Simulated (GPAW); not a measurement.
## TiSn: band structure with LDA

TiSn:

```
Ti Sn
1.0
     0.00000    2.80055    2.80055
     2.80055    0.00000    2.80055
     2.80055    2.80055    0.00000
Ti Sn
1 1
Direct
  0.00000 0.00000 0.00000
  0.50000 0.50000 0.50000
```

The cell was built by a generator and needn't be a form met in nature.

- Program: GPAW 26.7.0
- Task: band structure
- Functional: LDA
- Potentials or basis: the program's PAW data sets (release 1.2.1) made for this functional
- Cutoff: 600 eV
- Basis: pw
- k mesh: 8 × 8 × 8
- Occupations: fermi-dirac, width 0.05 eV
- Spin: no spin polarisation
- Maxiter: 150
- Band path: GXWKGLUWLK,UX
- Band points: 80

```
Pressure                : -6.7 GPa
Band gap along the path : none (metal or under the smearing width)
```

Levels at the corners of the path, in eV from the Fermi level:
```csv
point,band 9,band 10,band 11,band 12,band 13,band 14,band 15,band 16,band 17,band 18
Γ,-20.66,-9.65,0.09,0.09,0.09,0.51,0.51,3.30,3.30,3.30
X,-20.61,-6.98,-3.28,-0.95,0.22,0.22,0.91,1.25,1.25,2.08
W,-20.61,-6.67,-2.54,-2.54,-1.89,1.23,1.23,1.25,1.56,2.25
K,-20.61,-6.76,-2.92,-2.67,-0.87,0.46,1.08,1.51,2.07,2.78
Γ,-20.66,-9.65,0.09,0.09,0.09,0.51,0.51,3.30,3.30,3.30
L,-20.63,-7.05,-4.55,-1.42,-1.42,0.95,0.95,1.39,5.40,6.30
U,-20.61,-6.76,-2.92,-2.67,-0.87,0.46,1.08,1.51,2.07,2.78
W,-20.61,-6.67,-2.54,-2.54,-1.89,1.23,1.23,1.25,1.56,2.25
L,-20.63,-7.05,-4.55,-1.42,-1.42,0.95,0.95,1.39,5.40,6.30
K,-20.61,-6.76,-2.92,-2.67,-0.87,0.46,1.08,1.51,2.07,2.78
U,-20.61,-6.76,-2.92,-2.67,-0.87,0.46,1.08,1.51,2.07,2.78
X,-20.61,-6.98,-3.28,-0.95,0.22,0.22,0.91,1.25,1.25,2.08
```

Wall time 64 s on 1 thread of Arm Neoverse V1 (shared host), peak memory 0.29 GiB.

Caveat: spin-orbit coupling is left out, which moves the levels of the heavy elements.
